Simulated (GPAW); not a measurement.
The system is Co3Ir.

```xyz
4
Lattice="3.5826 0.0000 0.0000 0.0000 3.5826 0.0000 0.0000 0.0000 3.5826" Properties=species:S:1:pos:R:3 pbc="T T T"
Ir    0.0000    0.0000    0.0000
Co    1.7913    1.7913    0.0000
Co    1.7913    0.0000    1.7913
Co    0.0000    1.7913    1.7913
```

The cell comes from a database or a generator and needn't be the stable form of this composition.

- Program: GPAW 26.7.0
- Task: relaxation of cell and atoms
- Functional: PBEsol
- Dispersion: D3
- Potentials or basis: PAW data sets generated in the run's folder for this functional
- Cutoff: 600 eV
- Basis: pw
- k mesh: 6 × 6 × 6
- Occupations: fermi-dirac, width 0.05 eV
- Spin: collinear spin, ferromagnetic start
- Starting moments: [0.6, 2.0, 2.0, 2.0] μB

At the start: pressure -12.6 GPa; volume 11.50 Å³/atom.

Q: How do energy, volume and symmetry change on relaxing?

A: Over 4 steps the energy falls by 21.5 meV/atom and the volume is 10.93 Å³/atom (-4.9 %); space group Pm-3m (No. 221, to 0.05 Å); moment 3.35 μB per cell.

The path:
| step | energy change (eV) | largest force (eV/Å) | pressure (GPa) | volume (Å³) |
| --- | --- | --- | --- | --- |
| 1 | 0.0000 | 0.0000 | -12.61 | 45.98 |
| 2 | -0.0309 | 0.0000 | -10.65 | 45.54 |
| 3 | -0.0795 | 0.0000 | 2.54 | 43.33 |
| 4 | -0.0858 | 0.0000 | -0.21 | 43.73 |

Final structure:
```
Ir Co
1.0
     3.52306    0.00000    0.00000
     0.00000    3.52306    0.00000
     0.00000    0.00000    3.52306
Ir Co
1 3
Direct
  0.00000 0.00000 0.00000
  0.50000 0.50000 0.00000
  0.50000 0.00000 0.50000
  0.00000 0.50000 0.50000
```

Caveat: each step starts from the last one's moments, so a moment once lost doesn't come back; later steps reuse the first step's grids; pairwise dispersion overbinds metals, which lowers pressure and volume.
